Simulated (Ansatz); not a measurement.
# BCl2H, SMILES ClBCl: the interaction energy of a dimer with the counterpoise correction

Program: Ansatz 0.2.0 through its Python package.

The script, `bcl2h.py`:
```python
# -*- coding: utf-8 -*-
"""Interaction energy of two BCl2H molecules, with the counterpoise correction."""

import ansatz as az

FIRST = [
    ("Cl", (-1.598, -0.7275, 0.0193)),
    ("B", (-0.0105, 0.1515, -0.0767)),
    ("Cl", (1.4298, -0.6137, 0.7136)),
    ("H", (0.1787, 1.1898, -0.6561)),
]
SECOND = [
    ("Cl", (0.6272, 5.0964, -0.9004)),
    ("B", (0.2362, 3.6446, 0.1203)),
    ("Cl", (0.9708, 3.5502, 1.7743)),
    ("H", (-0.5043, 2.7489, -0.1944)),
]

def energy(atoms, ghosts=()):
    molecule = az.Crystal.molecule()
    for symbol, xyz in atoms:
        molecule = molecule.atom(symbol, xyz)
    calc = (
        molecule.calculation()
        .basis(gaussian="cc-pVDZ")
        .functional("hf")
    )
    deck = calc.input()
    if ghosts:
        deck = deck.set(az.key.basis.gaussian.ghost_atoms, [{"symbol": s, "position_ang": list(xyz)} for s, xyz in ghosts])
    return az.Session.from_dict(deck).plan().execute().report["free_energy_ev"]


def main():
    # monomers in their own basis and in the basis of the dimer
    both = energy(FIRST + SECOND)
    alone = energy(FIRST) + energy(SECOND)
    ghosted = energy(FIRST, SECOND) + energy(SECOND, FIRST)
    print(f"dimer {both:.6f} eV")
    print(f"interaction, uncorrected   {(both - alone):8.3f} eV")
    print(f"interaction, counterpoise  {(both - ghosted):8.3f} eV")
    print(f"basis-set superposition    {(alone - ghosted):8.3f} eV")


if __name__ == "__main__":
    main()
```

```console
$ python bcl2h.py
dimer -51393.799154 eV
interaction, uncorrected      0.302 eV
interaction, counterpoise     0.315 eV
basis-set superposition       0.013 eV
```

Uncorrected it is 0.302 eV, with the counterpoise correction 0.315 eV; the difference, 0.01 eV, is the superposition error. In this basis both values are repulsive.

Total energies depend on the basis set; only differences at equal settings carry meaning. The dimer is a generated trial pose of unrelaxed monomers, not a minimum, so the figure is no binding energy, and the basis set is small. Hartree-Fock leaves correlation out, so bond, atomisation and ionisation energies come out well too low. This level lacks the dispersion part of the attraction (electrostatics and induction are there), which can decide the sign where the interaction is weak. Timing: 4.4 s on 1 thread of Arm Neoverse V2 (shared host), peak memory 0.29 GiB.

(A comment or docstring line of the script was reworded after the run, the code is as it ran; lines on the test bed's own set-up are left out of the output.)
